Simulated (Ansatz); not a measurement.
Hf2Pd2Se2Br2O3:

```
Hf Pd Se Br O
1.0
     5.75899    0.00000    0.00000
    -2.87949    4.98743    0.00000
     0.00000    0.00000    8.52547
Hf Pd Se Br O
2 2 2 2 3
Direct
  0.33333 0.66667 0.54201
  0.66667 0.33333 0.54201
  0.33333 0.66667 0.12880
  0.66667 0.33333 0.12880
  0.33333 0.66667 0.85572
  0.66667 0.33333 0.85572
  0.00000 0.00000 0.13895
  0.00000 0.00000 0.65384
  0.50000 0.00000 0.42963
  0.00000 0.50000 0.42963
  0.50000 0.50000 0.42963
```

The cell was built by a generator and needn't be a form met in nature.

* Program: Ansatz 0.2.0
* Task: single point
* Functional: PBE
* Potentials or basis: Ansatz PAW
* Cutoff: 420 eV (not typed: the program's choice for these potentials)
* k mesh: 6 × 6 × 3
* Occupations: fermi-dirac, width 0.05 eV
* Spin: no spin polarisation

On this cell: pressure -0.1 GPa; largest force 0.079 eV/Å; band gap on the k mesh none (metal or under the smearing width).

The same run follows on a disturbed copy (atoms moved at random, drawn with an rms of 0.05 Å):

```
CELL_PARAMETERS angstrom
5.75899 0.00000 0.00000
-2.87949 4.98743 0.00000
0.00000 0.00000 8.52547
ATOMIC_POSITIONS crystal
Hf 0.33156 0.67010 0.53782
Hf 0.65936 0.32840 0.53921
Pd 0.32893 0.65760 0.12655
Pd 0.66569 0.33073 0.12981
Se 0.33081 0.65699 0.85756
Se 0.67557 0.33455 0.85267
Br 0.99643 0.99841 0.14004
Br 0.00034 0.99089 0.65287
O 0.49906 0.00582 0.43536
O 0.00070 0.50450 0.42626
O 0.50132 0.50649 0.42867
```

**Question.** What does the disturbed cell give?

**Answer.** The energy (extrapolated to zero smearing) moves by +11.9 meV/atom; pressure 1.1 GPa; largest force 2.583 eV/Å; band gap on the k mesh none (metal or under the smearing width).

Forces on the atoms (eV/Å):
```
Hf  -0.188 -0.819  0.973
Hf   0.367  2.428  0.802
Pd   0.013 -0.086  0.255
Pd   0.023  0.028 -0.327
Se  -0.033 -0.063 -0.449
Se   0.038  0.027  0.324
Br  -0.006  0.036 -0.015
Br   0.031  0.103  0.020
O    0.074 -1.036 -1.528
O   -0.450 -0.431  0.126
O    0.130 -0.188 -0.182
```

Stress tensor (GPa, compression positive):
```
-0.52 -0.41  0.23
-0.41  3.18  0.99
 0.23  0.99  0.68
```
